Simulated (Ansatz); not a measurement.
# H8O2Si3: the cost of one run

Program: Ansatz 0.2.0. Level of theory: RKS PBE/STO-3G. These are calculated values, not measurements.

## (1) Starting point

Bond lengths: Si1–O2 1.680 Å, O2–H3 1.010 Å, Si1–O4 1.680 Å, O4–Si5 1.680 Å, Si5–H6 1.460 Å, Si5–H7 1.460 Å, Si5–H8 1.460 Å, Si1–Si9 2.218 Å, Si9–H10 1.460 Å, Si9–H11 1.460 Å, Si9–H12 1.460 Å, Si1–H13 1.459 Å. Angles (14 of 20 angles, heavy atoms first): O2–Si1–O4 109.4°, O2–Si1–Si9 109.5°, O4–Si1–Si9 109.5°, Si1–O4–Si5 125.0°, Si1–O2–H3 109.5°, O2–Si1–H13 109.5°, O4–Si1–H13 109.5°, Si9–Si1–H13 109.5°, O4–Si5–H6 109.5°, O4–Si5–H7 109.5°, O4–Si5–H8 109.5°, Si1–Si9–H10 109.5°, Si1–Si9–H11 109.5°, Si1–Si9–H12 109.5°.

Coordinates:

```xyz
13

Si    0.0000    0.0000    0.0000
O     0.0000    0.0000    1.6800
H    -0.9095   -0.2814    2.0171
O     1.5842    0.0000   -0.5594
Si    2.4906   -1.3762   -0.8866
H     1.6598   -2.3521   -1.5857
H     3.6318   -1.0202   -1.7249
H     2.9691   -1.9538    0.3660
Si   -1.0456    1.8115   -0.7393
H    -2.4302    1.4780   -1.0607
H    -1.0215    2.8436    0.2931
H    -0.3743    2.3069   -1.9374
H    -0.6877   -1.1914   -0.4862
```

## (2) Relaxing the start

File input.yaml:

```yaml
crystal:
  periodic: [false, false, false]
  atoms:
    - { symbol: Si, position_ang: [0.0, 0.0, 0.0] }
    - { symbol: O, position_ang: [0.0, 0.0, 1.68] }
    - { symbol: H, position_ang: [-0.9095, -0.2814, 2.0171] }
    - { symbol: O, position_ang: [1.5842, 0.0, -0.5594] }
    - { symbol: Si, position_ang: [2.4906, -1.3762, -0.8866] }
    - { symbol: H, position_ang: [1.6598, -2.3521, -1.5857] }
    - { symbol: H, position_ang: [3.6318, -1.0202, -1.7249] }
    - { symbol: H, position_ang: [2.9691, -1.9538, 0.366] }
    - { symbol: Si, position_ang: [-1.0456, 1.8115, -0.7393] }
    - { symbol: H, position_ang: [-2.4302, 1.478, -1.0607] }
    - { symbol: H, position_ang: [-1.0215, 2.8436, 0.2931] }
    - { symbol: H, position_ang: [-0.3743, 2.3069, -1.9374] }
    - { symbol: H, position_ang: [-0.6877, -1.1914, -0.4862] }
basis:
  gaussian: { orbitals: STO-3G }
hamiltonian:
  xc: pbe
relax:
  f_tol: 0.02
  max_steps: 40
```

Command:

```console
$ ansatz run input.yaml --threads 1 --pin off --max-ram 2048MiB --backend cpu --events-out ev --progress --plain --runs-dir out
```

**Question.** How long does this run take on 1 thread of Arm Neoverse V1, shared host, and how much memory does it need?

About 64 s, with a peak of 0.12 GiB.
